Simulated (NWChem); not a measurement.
# ZnBH2O3F (SMILES OB(O)[O][Zn][F]): levels of theory compared

We compute a comparison of 3 runs (HF/STO-3G, HF/3-21G, B3LYP/6-31G*) of ZnBH2O3F. 

Program for the calculation: NWChem 7.3.0.

## Step 1: The system as given

The species is ZnBH2O3F (8 atoms), meant as a singlet with charge 0. As SMILES, `OB(O)[O][Zn][F]`. The shape is that of a PBE0-D4/def2-TZVP optimisation.

Bond lengths: O1–B2 1.367 Å, B2–O3 1.398 Å, B2–O4 1.346 Å, O4–Zn5 1.784 Å, Zn5–F6 1.740 Å, O1–H7 0.957 Å, O3–H8 0.958 Å. Angles: O1–B2–O3 123.9°, O1–B2–O4 120.4°, O3–B2–O4 115.8°, B2–O4–Zn5 112.1°, O4–Zn5–F6 174.2°, B2–O1–H7 115.7°, B2–O3–H8 118.1°.

## Step 2: Energy and forces at HF/STO-3G (run 1)

run.py

```python
from ase import Atoms
from ase.calculators.nwchem import NWChem

mol = Atoms(['O', 'B', 'O', 'O', 'Zn', 'F', 'H', 'H'], positions=[
    [-0.253600, -2.013700, 0.067800],
    [-0.175800, -0.649000, 0.044000],
    [0.997800, 0.059900, -0.228600],
    [-1.266600, 0.099100, 0.291500],
    [-0.916000, 1.845600, 0.201300],
    [-0.742700, 3.576200, 0.151300],
    [0.561800, -2.478800, -0.118500],
    [1.795100, -0.439300, -0.408700],
])

calc = NWChem(
    label='sp',
    theory='scf',
    memory='2200 mb',
    basis='STO-3G',
    basispar='spherical bse',
    scf={'nopen': '0', 'rhf': None, 'thresh': '1e-08', 'maxiter': '80'},
)
mol.calc = calc

forces = mol.get_forces()
print(f"energy = {mol.get_potential_energy():.6f} eV")
print("forces (eV/A):")
for s, f in zip(mol.symbols, forces):
    print(f"{s:2s} {f[0]:10.5f} {f[1]:10.5f} {f[2]:10.5f}")
print("dipole (e A):", mol.get_dipole_moment().round(4))
```

On the command line:

```bash
export ASE_NWCHEM_COMMAND="nwchem PREFIX.nwi > PREFIX.nwo"
python run.py
```

The log of the run:

```text
energy = -57213.375221 eV
forces (eV/A):
O    -1.68711    0.63481    0.38587
B    -0.07441   -0.06623    0.01980
O    -1.55218    1.08403    0.34967
O     2.19320    5.37741   -0.53644
Zn   -0.86939    2.09915    0.18800
F    -0.63702   -7.46432    0.18944
H     1.57208   -0.46486   -0.36006
H     1.05482   -1.19993   -0.23628
dipole (e A): [ 0.4266 -0.1683 -0.0975]
```

The calculator wrote sp.nwi:

```
title "sp"

permanent_dir sp

scratch_dir sp

start sp

geometry units angstrom nocenter noautosym noautoz
  O  -2.5359999999999999e-01 -2.0137000000000000e+00 6.7799999999999999e-02
  B  -1.7580000000000001e-01 -6.4900000000000002e-01 4.3999999999999997e-02
  O  9.9780000000000002e-01 5.9900000000000002e-02 -2.2860000000000000e-01
  O  -1.2665999999999999e+00 9.9099999999999994e-02 2.9149999999999998e-01
  Zn -9.1600000000000004e-01 1.8455999999999999e+00 2.0130000000000001e-01
  F  -7.4270000000000003e-01 3.5762000000000000e+00 1.5129999999999999e-01
  H  5.6179999999999997e-01 -2.4788000000000001e+00 -1.1849999999999999e-01
  H  1.7950999999999999e+00 -4.3930000000000002e-01 -4.0870000000000001e-01
end

memory 2200 mb

basis spherical bse noprint
   * library STO-3G
end

scf
  nopen 0
  rhf
  thresh 1e-08
  maxiter 80
end

task scf gradient
```

sp.nwo:

```text
Northwest Computational Chemistry Package (NWChem) 7.3.0
             --------------------------------------------------------

           Job information
           ---------------

    nwchem branch   = 7.3.0
    use scalapack   = T
    input           = sp.nwi
    prefix          = sp.
    data base       = sp/sp.db
    status          = startup
    nproc           =        1

           Memory information
           ------------------

    heap     =     72089598 doubles =      550.0 Mbytes
    stack    =     72089595 doubles =      550.0 Mbytes
    global   =    144179200 doubles =     1100.0 Mbytes (distinct from heap & stack)
    total    =    288358393 doubles =     2200.0 Mbytes
    verify   = yes
    hardfail = no

[... 39 lines left out ...]
            Nuclear Dipole moment (a.u.)
[... 85 lines left out ...]
 1-e energy   =   -3794.167321
[... 7 lines left out ...]
         Quadratically convergent ROHF
[... 3 lines left out ...]
 Final Fock-matrix accuracy:          1.000E-10
[... 23 lines left out ...]
       Final RHF  results
[... 3 lines left out ...]
      One-electron energy =  -3762.390842020247
[... 1 line left out ...]
 Nuclear repulsion energy =    413.381267015157
[... 53 lines left out ...]
                       ROHF Final Molecular Orbital Analysis
[... 285 lines left out ...]
                         RHF ENERGY GRADIENTS

    atom               coordinates                        gradient
                 x          y          z           x          y          z
   1 O      -0.479235  -3.805341   0.128123    0.032809  -0.012345  -0.007504
   2 B      -0.332214  -1.226432   0.083148    0.001447   0.001288  -0.000385
   3 O       1.885569   0.113195  -0.431991    0.030185  -0.021081  -0.006800
[... 4 lines of this table left out ...]
   8 H       3.392247  -0.830157  -0.772331   -0.020513   0.023335   0.004595

                 ----------------------------------------
                 |  Time  |  1-e(secs)   |  2-e(secs)   |
                 ----------------------------------------
                 |  CPU   |       0.00   |       1.02   |
                 ----------------------------------------
                 |  WALL  |       0.00   |       1.02   |
                 ----------------------------------------

 Task  times  cpu:       21.2s     wall:       21.2s
 Total times  cpu:       21.2s     wall:       21.2s
```

Run time: 22 s. Hardware: 1 thread of Intel Xeon 6975P-C (Granite Rapids), shared host; peak memory 0.096 GiB.

## Step 3: Energy and forces at HF/3-21G (run 2)

bfh2o3zn.nw

```
start bfh2o3zn
memory total 2200 mb

geometry noautosym nocenter noautoz
   O       -0.253600      -2.013700       0.067800
   B       -0.175800      -0.649000       0.044000
   O        0.997800       0.059900      -0.228600
   O       -1.266600       0.099100       0.291500
   Zn      -0.916000       1.845600       0.201300
   F       -0.742700       3.576200       0.151300
   H        0.561800      -2.478800      -0.118500
   H        1.795100      -0.439300      -0.408700
end

basis spherical bse
   * library 3-21G
end

scf
   thresh 1e-08
   maxiter 80
   print medium
end

task scf gradient
```

On the command line:

```bash
nwchem bfh2o3zn.nw > bfh2o3zn.out
```

The log of the run:

```text
[...]
  functions       =    76
[...]
  wavefunction    = RHF
[...]
         Total SCF energy =  -2117.210621611663
      One-electron energy =  -3782.296316007632
      Two-electron energy =   1251.704427380812
 Nuclear repulsion energy =    413.381267015158
        Time for solution =      3.9s
[...]
                         RHF ENERGY GRADIENTS
    atom               coordinates                        gradient
                 x          y          z           x          y          z
   1 O      -0.479235  -3.805341   0.128123   -0.011766   0.009787   0.002682
   2 B      -0.332214  -1.226432   0.083148    0.030559  -0.005067  -0.007058
   3 O       1.885569   0.113195  -0.431991   -0.007040  -0.002367   0.001648
   4 O      -2.393527   0.187272   0.550855   -0.003868  -0.025178   0.001048
   5 Zn     -1.730989   3.487678   0.380402    0.003470  -0.005223  -0.000778
   6 F      -1.403499   6.758038   0.285916   -0.000389   0.019709  -0.000025
   7 H       1.061648  -4.684253  -0.223933   -0.002169   0.012765   0.000441
   8 H       3.392247  -0.830157  -0.772331   -0.008797  -0.004426   0.002042
[...]
```

Wall time 6 s (1 thread of Intel Xeon 6975P-C (Granite Rapids), shared host); peak memory 0.097 GiB.

## Step 4: Energy and gradient at B3LYP/6-31G(d) (Cartesian functions) (run 3)

run.py

```python
from ase import Atoms
from ase.calculators.nwchem import NWChem

system = Atoms(['O', 'B', 'O', 'O', 'Zn', 'F', 'H', 'H'], positions=[
    [-0.253600, -2.013700, 0.067800],
    [-0.175800, -0.649000, 0.044000],
    [0.997800, 0.059900, -0.228600],
    [-1.266600, 0.099100, 0.291500],
    [-0.916000, 1.845600, 0.201300],
    [-0.742700, 3.576200, 0.151300],
    [0.561800, -2.478800, -0.118500],
    [1.795100, -0.439300, -0.408700],
])

calc = NWChem(
    label='calc',
    theory='dft',
    memory='2200 mb',
    basis='6-31G*',
    dft={'xc': 'b3lyp', 'mult': '1', 'grid': 'fine', 'convergence': 'energy 1e-08', 'iterations': '100', 'mulliken': None},
)
system.calc = calc

forces = system.get_forces()
e = system.get_potential_energy()
print(f"E = {e:.6f} eV")
print("forces (eV/A):")
for s, f in zip(system.symbols, forces):
    print(f"{s:2s} {f[0]:10.5f} {f[1]:10.5f} {f[2]:10.5f}")
print("dipole (e A):", system.get_dipole_moment().round(4))
```

On the command line:

```bash
export ASE_NWCHEM_COMMAND="nwchem PREFIX.nwi > PREFIX.nwo"
python run.py
```

The log of the run:

```text
E = -57984.518888 eV
forces (eV/A):
O    -0.39749   -0.11616    0.09169
B     0.03867    0.02067   -0.00735
O    -0.15740    0.50795    0.03301
O    -0.19391    0.62149    0.04016
Zn    0.04402    0.27979   -0.01157
F    -0.04052   -0.90606    0.01471
H     0.36633   -0.15812   -0.08346
H     0.34031   -0.24955   -0.07713
dipole (e A): [ 0.6109 -0.4426 -0.1381]
```

The calculator wrote calc.nwi:

```
title "calc"

permanent_dir calc

scratch_dir calc

start calc

geometry units angstrom nocenter noautosym noautoz
  O  -2.5359999999999999e-01 -2.0137000000000000e+00 6.7799999999999999e-02
  B  -1.7580000000000001e-01 -6.4900000000000002e-01 4.3999999999999997e-02
  O  9.9780000000000002e-01 5.9900000000000002e-02 -2.2860000000000000e-01
  O  -1.2665999999999999e+00 9.9099999999999994e-02 2.9149999999999998e-01
  Zn -9.1600000000000004e-01 1.8455999999999999e+00 2.0130000000000001e-01
  F  -7.4270000000000003e-01 3.5762000000000000e+00 1.5129999999999999e-01
  H  5.6179999999999997e-01 -2.4788000000000001e+00 -1.1849999999999999e-01
  H  1.7950999999999999e+00 -4.3930000000000002e-01 -4.0870000000000001e-01
end

memory 2200 mb

basis noprint
   * library 6-31G*
end

dft
  xc b3lyp
  mult 1
  grid fine
  convergence energy 1e-08
  iterations 100
  mulliken
end

task dft gradient
```

calc.nwo:

```text
Northwest Computational Chemistry Package (NWChem) 7.3.0
             --------------------------------------------------------

           Job information
           ---------------

    nwchem branch   = 7.3.0
    use scalapack   = T
    input           = calc.nwi
    prefix          = calc.
    data base       = calc/calc.db
    status          = startup
    nproc           =        1

           Memory information
           ------------------

    heap     =     72089598 doubles =      550.0 Mbytes
    stack    =     72089595 doubles =      550.0 Mbytes
    global   =    144179200 doubles =     1100.0 Mbytes (distinct from heap & stack)
    total    =    288358393 doubles =     2200.0 Mbytes
    verify   = yes
    hardfail = no

[... 106 lines left out ...]
  convergence criterion.
[... 42 lines left out ...]
          Spatial weights used:  Erf1
[... 75 lines left out ...]
         Total DFT energy =    -2130.891783184356
[... 3 lines left out ...]
 Nuclear repulsion energy =      413.381267015157
[... 933 lines left out ...]
          Convergence on gradient requested:  5.00D-04
[... 29 lines left out ...]
          total energy or number of iterations.
[... 26 lines left out ...]
                         DFT ENERGY GRADIENTS

    atom               coordinates                        gradient
                 x          y          z           x          y          z
   1 O      -0.479235  -3.805341   0.128123    0.007730   0.002259  -0.001783
   2 B      -0.332214  -1.226432   0.083148   -0.000752  -0.000402   0.000143
   3 O       1.885569   0.113195  -0.431991    0.003061  -0.009878  -0.000642
[... 4 lines of this table left out ...]
   8 H       3.392247  -0.830157  -0.772331   -0.006618   0.004853   0.001500

                 ----------------------------------------
                 |  Time  |  1-e(secs)   |  2-e(secs)   |
                 ----------------------------------------
                 |  CPU   |       0.01   |       8.76   |
                 ----------------------------------------
                 |  WALL  |       0.01   |       8.76   |
                 ----------------------------------------

 Task  times  cpu:       34.2s     wall:       34.2s
 Total times  cpu:       34.2s     wall:       34.2s
```

It took 35 s on 1 thread of Intel Xeon 6975P-C (Granite Rapids), shared host; peak memory 0.14 GiB.

## Step 5: Overview of the runs

| run | level | Cartesian functions | iteration cap | energy (Eh) | dipole moment (D) | HOMO energy (eV) | LUMO energy (eV) | wall time |
| --- | --- | --- | --- | --- | --- | --- | --- | --- |
| 1 | HF/STO-3G | no | 80 | -2102.552776 | 2.25 | -4.89 | 6.48 | 22 s |
| 2 | HF/3-21G | no | 80 | -2117.210622 | 4.46 | -12.31 | 2.02 | 6 s |
| 3 | B3LYP/6-31G* (Cartesian functions) | yes | 100 | -2130.891783 | 3.68 | -8.11 | -1.09 | 35 s |

## Step 6: What came out

```
                       quantity           value
            run 3: total energy  -2130.89178 Eh
           run 3: dipole moment          3.68 D
             run 3: HOMO energy        -8.11 eV
             run 3: LUMO energy        -1.09 eV
           run 3: HOMO–LUMO gap         7.02 eV
run 3: largest force on an atom      0.907 eV/Å
```

**Reading.** The dipole moment (its size) runs from 2.25 D (HF/STO-3G) to 4.46 D (HF/3-21G). The HOMO–LUMO gap runs from 7.02 eV (B3LYP/6-31G*) to 14.34 eV (HF/3-21G). The two ends differ in method and basis. In run 1 the basis is minimal, so the values are rough. All runs together took 64 s, the longest 35 s.
